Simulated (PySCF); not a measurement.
The system is SGaH3, in a box.

```
S Ga H
1.0
    12.00000    0.00000    0.00000
     0.00000   12.00000    0.00000
     0.00000    0.00000   12.00000
S Ga H
1 1 3
Direct
  0.52297 0.37776 0.55922
  0.49228 0.53497 0.47024
  0.62504 0.40650 0.59497
  0.37712 0.54325 0.41070
  0.58535 0.62574 0.47237
```

Base run:

```yaml
Program: PySCF 2.14.0
Functional: r2SCAN
Potentials_or_basis: pob-tzvp-rev2 (all-electron)
k_mesh: 1 × 1 × 1
Occupations: fixed
Spin: no spin polarisation
```

Its results: gap between the frontier levels 5.28 eV.

Problem. The run is repeated on the same cell with these changes: functional from r2SCAN to TM. What comes out?

Solution. Gap between the frontier levels 4.93 eV.

Caveats: this is a molecule in a periodic box at the Γ point, so its band gap is the HOMO-LUMO gap; relativity is left out, which matters for the heavier elements; the basis of atomic orbitals isn't converged, which shifts pressures, moduli and gaps; this basis is made for solids and lacks diffuse functions, so gaps of a molecule come out too wide by an eV or more.

A k mesh can miss the band edges.

Not every run made on this cell is shown here.
